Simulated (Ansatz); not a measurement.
# Nb5As4Pd4: the cost of one run

Method: DFT PBE, plane waves, PAW, scalar-relativistic, no spin polarisation, in Ansatz 0.2.0.

**1. The structure to begin with**

The cell holds 13 atoms (As4Nb5Pd4): a = 5.843 Å, b = 6.523 Å, c = 6.102 Å, α = 83.91°, β = 99.30°, γ = 90.06°.

Coordinates:

```xyz
13
Lattice="5.8286 -0.1205 -0.3956 0.1661 6.4967 0.5633 -0.5735 0.1386 6.0739" Properties=species:S:1:pos:R:3 pbc="T T T"
As    1.6713    0.4079    1.0851
As    3.3196    5.0955    1.8186
As    4.4309    3.5858    0.4037
As    3.7146    1.3337    1.5490
Nb    1.9295    5.8765    5.5072
Nb    5.2701    2.8549    2.9194
Nb   -0.1094    0.1659    2.9334
Nb    2.2818    2.9946    2.9426
Pd    4.1294    4.8618    4.3155
Pd    5.1023    0.1776    5.1729
Pd    3.0999    1.7524    5.2028
Pd    0.6528    4.7567    1.6602
Nb    0.8850    3.2054    5.7772
```

**2. The run**

input.yaml reads:

```yaml
crystal:
  lattice:
    - [5.828589, -0.120456, -0.395639]
    - [0.166108, 6.49674, 0.563259]
    - [-0.573484, 0.138645, 6.073899]
  atoms:
    - { symbol: As, position: [0.30384, 0.064313, 0.192474] }
    - { symbol: As, position: [0.572981, 0.789312, 0.263539] }
    - { symbol: As, position: [0.750303, 0.564509, 0.062988] }
    - { symbol: As, position: [0.658662, 0.211561, 0.278316] }
    - { symbol: Nb, position: [0.389132, 0.893625, 0.84917] }
    - { symbol: Nb, position: [0.940707, 0.44619, 0.50054] }
    - { symbol: Nb, position: [0.028341, 0.015753, 0.483344] }
    - { symbol: Nb, position: [0.42461, 0.45879, 0.46958] }
    - { symbol: Pd, position: [0.755087, 0.747618, 0.690362] }
    - { symbol: Pd, position: [0.964396, 0.025746, 0.91209] }
    - { symbol: Pd, position: [0.610167, 0.262436, 0.87199] }
    - { symbol: Pd, position: [0.112166, 0.729707, 0.21297] }
    - { symbol: Nb, position: [0.228899, 0.47796, 0.921734] }
kpoints:
  mp_grid: { grid: [3, 3, 3] }
magnetization:
  spin_polarized: false
scf:
  occupations: { method: fermi_dirac, width: 0.1 }
hamiltonian:
  pseudopotentials: { kind: paw }
  xc: pbe
basis:
  ecutwfc: 420
md:
  timestep: 1.5
  n_steps: 40
  ensemble: nvt_langevin
  temperature: 2000.0
  initial_velocities: maxwell_boltzmann
  seed: 415482
```

Started as:

```
ansatz run input.yaml --threads 2 --pin off --max-ram 2560MiB --backend cpu --events-out ev --progress --plain --runs-dir out
```

**Question.** How long does this run take on 2 threads of Intel Xeon Platinum 8488C (Sapphire Rapids), shared host, and how much memory does it need?

About 12 min, with a peak of 1.1 GiB.
